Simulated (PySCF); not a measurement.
# F6Os ([OsF6]-): the cost of one run

Programs: PySCF 2.14.0, with routines of our own; each step states its level. All values are computed. Atoms count from 0.

## 1. The starting structure

7 atoms, charge -1, states of the metal's open shell are computed; geometry from: model start, shaken.

## 2. Geometry optimisation at PBE0-D3(BJ)/def2-TZVP

Job settings and geometry (Å):

```
{"job": {"xc": "PBE0", "basis": "def2-TZVP", "d3": "d3bj", "grid": 1, "maxiter": 45, "kind": "geom"}, "charge": -1, "metal": "Os", "open_shell": "d3"}
Os     0.000020     0.004480    -0.004110
F     -0.013360    -0.006820     1.860130
F      0.000900     0.020100    -1.882380
F      1.865690     0.007350     0.005350
F     -1.873420    -0.013960    -0.000440
F      0.010430     1.854840    -0.006860
F     -0.028520    -1.894340    -0.027630
```

The run is started by

```sh
$ OMP_NUM_THREADS=1 python lf_run.py task.json out
```

The driver reads the jobs from task.json and runs them one after another.

Q: Estimate the wall time and peak memory of this first job on 1 thread of Arm Neoverse N1, shared host.

About 5.3 min, with a peak of 0.92 GiB.
